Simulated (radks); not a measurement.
# Ho²⁺ in [Kr] 4d10 4f11.5 5s2 5p5.5: an all-electron calculation

Aim: the levels, the sizes of the orbitals and the parts of the energy of the holmium ion Ho2+.

Program: radks (a radial shooting solver on a logarithmic mesh, Libxc functionals) version 1. Level of theory: Dirac Kohn-Sham, BLYP, spin-unpolarised, spherical densities, finite nucleus; open shells fill j = l - 1/2 first. These are calculated values, not measurements, unless marked.

## (1) The system

* element: holmium (Z = 67)
* charge: +2
* electrons: 65
* configuration: [Kr] 4d10 4f11.5 5s2 5p5.5
* nuclear rms radius: 5.2022 fm

## (2) Self-consistent calculation

Input:

```text
Z 67
configuration [Kr] 4d10 4f11.5 5s2 5p5.5
relativity Dirac
functional b88,lyp
spin unpolarised
j_filling energy
nucleus finite rms 5.2022 fm
c 137.035999084
```

Started as:

```bash
> python run_ks.py task.json out
```

All runs below come from this command, one after another.

**Question.** What will this run give?

The runs gave:

| quantity | value |
| --- | --- |
| total energy | -12627.0904 hartree |
| exchange-correlation share of it | 2.16 % |
| −T/E | 1.1001 |
| highest occupied level | 4f7/2, -15.382 eV |
| most extended occupied level | 5p3/2, <r> = 1.55 bohr |
| radius at density 0.001 e/bohr³ | 3.43 bohr |
| maxima of the radial density | 4 |

The radial density shows 4 maxima for 5 occupied principal shells; where shells overlap, one shows as a shoulder or not at all. −T/E is 1.100: with relativity the kinetic term as defined here no longer equals −E. This is not the tabulated ground configuration, so its levels and sizes aren't those of the ground state, and no measured value stands beside it.
